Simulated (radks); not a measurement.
# Ru in [Kr] 4d7 5s1: an all-electron calculation

One table from this session's results is given with a row withheld; the runs are named, their logs left out.

The numbers are computed with radks (a radial shooting solver on a logarithmic mesh, Libxc functionals) version 1 (Dirac Kohn-Sham, BLYP, spin-unpolarised, spherical densities, finite nucleus; open shells fill j = l - 1/2 first), except any that are marked as measured or tabulated.

**The atom as given**

| Item | Value |
| --- | --- |
| element | ruthenium (Z = 44) |
| charge | 0 |
| electrons | 44 |
| configuration | [Kr] 4d7 5s1 |
| nuclear rms radius | 4.4809 fm |

The first run:

Input:

```text
Z 44
configuration [Kr] 4d7 5s1
relativity Dirac
functional b88,lyp
spin unpolarised
j_filling energy
nucleus finite rms 4.4809 fm
c 137.035999084
```

On the command line:

```
$ python run_ks.py task.json out
```

The same process makes all the runs of this session.

Among the steps run: Self-consistent calculation.

One of the session's tables, all rows but one given; the rest of the session is left out.

It belongs to the step «Radial structure». Radial moments (bohr):

| level | <r> | outermost maximum (interpolated) | 90 % within | nodes |
| --- | --- | --- | --- | --- |
| 1s1/2 | 0.03343 | 0.0217 | 0.0599 | 0 |
| 2s1/2 | 0.1453 | 0.123 | 0.225 | 1 |
| 2p1/2 | 0.1236 | 0.0955 | 0.202 | 0 |
| 2p3/2 | 0.1284 | 0.0994 | 0.209 | 0 |
| 3s1/2 | ? | ? | ? | ? |
| 3p1/2 | 0.3957 | 0.349 | 0.598 | 1 |
| 3p3/2 | 0.4064 | 0.358 | 0.613 | 1 |
| 3d3/2 | 0.3822 | 0.299 | 0.609 | 0 |
| 3d5/2 | 0.3857 | 0.302 | 0.614 | 0 |
| 4s1/2 | 1.018 | 0.914 | 1.48 | 3 |
| 4p1/2 | 1.107 | 0.965 | 1.64 | 2 |
| 4p3/2 | 1.138 | 0.990 | 1.69 | 2 |
| 4d3/2 | 1.695 | 1.21 | 2.80 | 1 |
| 4d5/2 | 1.725 | 1.22 | 2.85 | 1 |
| 5s1/2 | 3.393 | 2.74 | 5.17 | 4 |

Estimate the missing values for 3s1/2.

The run gave: <r>: 0.4026; outermost maximum (interpolated): 0.362; 90 % within: 0.594; nodes: 2. In the column «<r>» it lies between 3p1/2 (0.3957) and 3p3/2 (0.4064).

Caveats from the session: Spin polarisation and multiplet splitting are left out.
